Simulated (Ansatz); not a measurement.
# NaLaS₂, space group R-3m: an SCF with some post-processing

Computed with the Python package of Ansatz (0.2.0).

Typed at the interpreter:
```pycon
>>> from pathlib import Path
>>> import ansatz as az
>>> import numpy as np
>>> from pymatgen.core import Structure
>>> from pymatgen.symmetry.analyzer import SpacegroupAnalyzer
>>> system = (
...     az.Lattice.from_parameters(4.217042, 4.217042, 19.851468, alpha=90, beta=90, gamma=120)
...     .space_group(166)
...     .atom('Na', [2 / 3, 1 / 3, 5 / 6])
...     .atom('La', [0.0, 0.0, 0.0])
...     .atom('S', [0.0, 0.0, 0.745632])
...     .primitive()
... )
>>> calc = (
...     system.calculation()
...     .functional('r2scan')
...     .basis(750)
...     .kpoints(6, shift=0.5)
...     .occupations(az.OccupationsMethod.FIXED)
...     .mixing('msr1', preconditioner='none')
...     .scf(tolerance=1e-09)
...     .band_densities([('v1', 'v1'), ('c1', 'c1')])
...     .bader_charges()
...     .density()
...     .electron_localization_function()
...     .output_files(volumetric_format='npy')
...     .band_table()
... )
>>> planned = calc.session().plan(threads=1)
>>> facts = planned.describe()
>>> print('plan:', facts['n_bands'], 'bands,', len(facts['kpoints_frac']), 'k-points, plane waves', facts['n_pw_range'], 'grid', facts['fft_dense'])
plan: 20 bands, 28 k-points, plane waves [4736, 4778] grid [40, 64, 40]
>>> done = planned.execute()

>>> summary = done.report
>>> summary['converged'], summary['free_energy_ev']
(True, -9573.453612027057)
>>> print('%-22s %14.5f eV' % ('F = E - TS', summary['free_energy_ev']))
F = E - TS                -9573.45361 eV
>>> print('%-22s %14.5f eV' % ('E', summary['internal_energy_ev']))
E                         -9573.45361 eV
>>> print('%-22s %14.5f eV' % ('Harris-Foulkes', summary['harris_foulkes_ev']))
Harris-Foulkes            -9573.45361 eV
>>> print('%-22s %14.5f eV' % ('Fermi level', summary['fermi_energy_ev']))
Fermi level                   5.07349 eV
>>> for name, window in zip(('top filled band', 'lowest empty band'), done.band_densities().windows):
...     field = window.outcome.density.channels[0].density_e_per_ang3
...     ratio = field.mean() ** 2 / np.mean(field ** 2)
...     print(f'{name}: band {window.window.first}, participation ratio {ratio:.3f} of the cell')
...
top filled band: band 16, participation ratio 0.290 of the cell
lowest empty band: band 17, participation ratio 0.244 of the cell
>>> final = Structure(done.lattice.cell_ang, [s.symbol for s in done.lattice.sites], [s.position_frac for s in done.lattice.sites])
>>> analyser = SpacegroupAnalyzer(final, symprec=0.01)
>>> standard = analyser.get_conventional_standard_structure()
>>> print(analyser.get_crystal_system(), analyser.get_space_group_symbol(), len(standard), 'atoms in the conventional cell')
trigonal R-3m 12 atoms in the conventional cell
>>> print('a b c (A):', [round(x, 4) for x in standard.lattice.abc], ' angles:', [round(x, 2) for x in standard.lattice.angles])
a b c (A): [4.217, 4.217, 19.8515]  angles: [90.0, 90.0, 120.0]
>>> print(f'mass density {float(final.density):.3f} g/cm^3')
mass density 3.683 g/cm^3
>>> charges = done.bader_charges()
>>> for atom in charges.atoms:
...     print(f'Bader charge {atom.symbol:2s} {atom.partial_charge_e:+.3f} e')
...
Bader charge Na +0.869 e
Bader charge La +1.915 e
Bader charge S  -1.392 e
Bader charge S  -1.392 e
>>> folder = Path(done.write_results('elf'))
>>> elf = np.load(folder / 'elf.npy')
>>> peak = np.unravel_index(elf.argmax(), elf.shape)
>>> print(f'largest ELF {elf.max():.3f} at grid fractions', np.round(np.array(peak) / elf.shape, 3))
largest ELF 0.877 at grid fractions [0.125 0.641 0.25 ]
>>> for level in (0.2, 0.5, 0.7, 0.8, 0.9):
...     print(f'share of the cell with ELF over {level}: {np.mean(elf > level):.3f}')
...
share of the cell with ELF over 0.2: 0.535
share of the cell with ELF over 0.5: 0.362
share of the cell with ELF over 0.7: 0.236
share of the cell with ELF over 0.8: 0.145
share of the cell with ELF over 0.9: 0.000
>>> eps, occ = np.array(summary['eigenvalues_ev']), np.array(summary['occupations'])
>>> wk = np.tile(summary['kweights'], len(eps) // len(summary['kweights']))
>>> print(f'sum of w f eps = {wk @ (eps * occ).sum(axis=1):.4f} eV, reported band energy {summary["components"]["e_band"]:.4f} eV')
sum of w f eps = -291.5250 eV, reported band energy -291.5250 eV
```

Caveats:
- The settings weren't tested for convergence.
- The computed bands are complete only to about 4.3 eV above the Fermi level.
- With fixed filling the reported Fermi level is the top filled level among the k-points of the SCF.
- Only differences from the Fermi energy are physical; the zero of the scale is a convention.
- Semilocal functionals put the empty 4f levels of La too low, which can move the conduction edge.
- Densities and potentials on the grid are those of the valence electrons, and inside the cores they hang on the potentials used.
- This cell is a computed structure, which may not be the phase found in nature.
- Gaps and levels are Kohn-Sham values on a finite set of k-points, without spin-orbit coupling.
- Finished in 36 s on 1 thread of Arm Neoverse V1 (shared host), peak memory 0.89 GiB.

(Lines on the test bed's own set-up are left out of the output.)
